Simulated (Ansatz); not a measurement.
# CO on Cu (Copper) (110)

One table from this session's results is given with a row withheld; the runs are named, their logs left out.

Program: Ansatz 0.2.0. Level of theory: DFT PBE, scalar-relativistic, plane waves, PAW. These are calculated values, not measurements.

1 further run of the same task is left out (set aside as unsound or not needed).

### Starting point

Symmetry: Fm-3m, No. 225, cubic system. The conventional cell has a = 3.630 Å, b = 3.630 Å, c = 3.630 Å, α = 90.00°, β = 90.00°, γ = 90.00°. Cu (site symmetry m-3m) has 12 Cu at 2.57 Å as nearest neighbours.

As a file:

```cif
data_structure
_symmetry_space_group_name_H-M 'P 1'
_symmetry_Int_Tables_number 1
_cell_length_a 2.5666
_cell_length_b 2.5666
_cell_length_c 2.5666
_cell_angle_alpha 60.000
_cell_angle_beta 60.000
_cell_angle_gamma 60.000
_cell_volume 11.96
loop_
_atom_site_label
_atom_site_type_symbol
_atom_site_fract_x
_atom_site_fract_y
_atom_site_fract_z
_atom_site_occupancy
Cu1 Cu 0.00000 0.00000 0.00000 1
```

This cell was relaxed beforehand with the same method: volume 11.96 Å³/atom, gap on the mesh none (metal).

A (110) slab, 6.4 Å thick as cut, with 17 Å of vacuum, in a 2×1 surface cell; its outer planes are Cu (top) and Cu (bottom).

The slab as cut. Layers, bottom to top:

| plane | atoms per cell | height over the lowest (Å) |
| --- | --- | --- |
| 1 | Cu2 | 0.00 |
| 2 | Cu2 | 1.28 |
| 3 | Cu2 | 2.57 |
| 4 | Cu2 | 3.85 |
| 5 | Cu2 | 5.13 |
| 6 | Cu2 | 6.42 |

The first run:

Miller indices refer to the conventional cell of the relaxed bulk, Fm-3m (No. 225): a = 3.630 Å, b = 3.630 Å, c = 3.630 Å, α = 90.00°, β = 90.00°, γ = 90.00°.

Input file input.yaml:

```yaml
crystal:
  lattice:
    - [5.1332392119, 0.0, 0.0]
    - [0.0, 3.6297482562, 0.0]
    - [0.0, 0.0, 23.4165490148]
  atoms:
    - { symbol: Cu, position: [0.25, 0.5, 0.3629911476] }
    - { symbol: Cu, position: [0.75, 0.5, 0.3629911476] }
    - { symbol: Cu, position: [0.5, 0.0, 0.4177946886] }
    - { symbol: Cu, position: [0.0, 0.0, 0.4177946886] }
    - { symbol: Cu, position: [0.75, 0.5, 0.4725982295] }
    - { symbol: Cu, position: [0.25, 0.5, 0.4725982295] }
    - { symbol: Cu, position: [0.0, 0.0, 0.5274017705] }
    - { symbol: Cu, position: [0.5, 0.0, 0.5274017705] }
    - { symbol: Cu, position: [0.25, 0.5, 0.5822053114] }
    - { symbol: Cu, position: [0.75, 0.5, 0.5822053114] }
    - { symbol: Cu, position: [0.5, 0.0, 0.6370088524] }
    - { symbol: Cu, position: [0.0, 0.0, 0.6370088524] }
basis:
  ecutwfc: 420
kpoints:
  mp_grid: { grid: [6, 8, 1] }
hamiltonian:
  xc: pbe
scf:
  occupations: { method: gaussian, width: 0.1 }
output:
  forces: true
  eigenvalues: true
relax:
  adjacent_minimum: "off"
  f_tol: 0.03
  max_steps: 70
  constraints: [{ sites: [0, 1, 2, 3, 4, 5] }]
efield:
  axis: 3
  dipole_correction: true
```

Run with:

```bash
$ ansatz run input.yaml --threads 4 --pin off --max-ram 10240MiB --backend cpu --events-out ev --progress --plain --runs-dir out
```

Steps of the session up to this table: The clean surface, relaxed; CO at the top (Cu) site; CO at the bridge (Cu-Cu) site; CO at the hollow over Cu site; CO put at a bridge (Cu-Cu) site.

One of the session's tables, all rows but one given; the rest of the session is left out.

It belongs to the step «CO: energies by site». 

```
                         start  E_ads (eV)  height (Å)  Δφ, top (eV)  Δ dipole (e·Å)
      top (Cu) at (0.50, 0.00)       -0.99        1.83         +0.22          -0.044
bridge (Cu-Cu) at (0.50, 0.50)       -0.42        1.09         +0.83          -0.090
hollow over Cu at (0.25, 0.50)       -0.43        0.86         +0.79          -0.071
bridge (Cu-Cu) at (0.25, 0.00)           ?           ?             ?               ?
```

**Question.** Estimate the row for bridge (Cu-Cu) at (0.25, 0.00).

The run gave: E_ads (eV): -0.98; height (Å): 1.52; Δφ, top (eV): +0.79; Δ dipole (e·Å): -0.085. In the column «E_ads (eV)» it lies between top (Cu) at (0.50, 0.00) (-0.99) and hollow over Cu at (0.25, 0.50) (-0.43).

Limits of these values: A start on a symmetric site keeps its symmetry, so an end may be a saddle point and not a minimum. The final runs have no spin polarisation, so no magnetic state was tried and one may lie lower. Warnings in the runs' records: xc potential rough in thin density.
